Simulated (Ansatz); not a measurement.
**GdO under changes of volume**

One of the cells (19.683 Å³/atom); the others are scaled copies at fixed shape and fractional positions:

```
Gd O
1.0
     0.00000    2.70000    2.70000
     2.70000    0.00000    2.70000
     2.70000    2.70000    0.00000
Gd O
1 1
Direct
  0.00000 0.00000 0.00000
  0.75000 0.75000 0.75000
```

```yaml
Program: Ansatz 0.2.0
Functional: PBE0
Potentials_or_basis: Ansatz PAW
Cutoff: "420 eV (not typed: the program's choice for these potentials)"
k_mesh: 4 × 4 × 4
Occupations: fermi-dirac, width 0.05 eV
Spin: collinear spin, ferromagnetic start
Starting_moments: "[7.0, 0.0] μB"
```

```csv
volume (Å³/atom),energy over the lowest point (meV/atom),pressure (GPa)
18.502,?,?
18.896,84.35,1.9
19.289,82.49,-0.4
19.683,0.00,-2.1
20.077,94.49,-4.4
20.470,107.37,-6.1
20.864,124.37,-7.6
```

Problem. What does the run at 18.502 Å³/atom give?

Solution. Energy over the lowest point 92.46 meV/atom; pressure 4.5 GPa.

The energies don't lie on one smooth curve, so no fit is given. The run at 19.683 Å³/atom lies farthest off; its moment of 7.97 μB against 6.03 to 6.03 μB shows that it ended in another magnetic state.

Energies are extrapolated to zero smearing.

Caveats: all runs use coarse meshes; the magnetic or orbital state may not be the lowest; a cell with one magnetic atom can't hold antiferromagnetic order, which such compounds often take; the PAW data sets come from PBE, with cores solved anew for the run's functional, which leaves a small shift of forces and pressure; the thresholds are loose for stress.
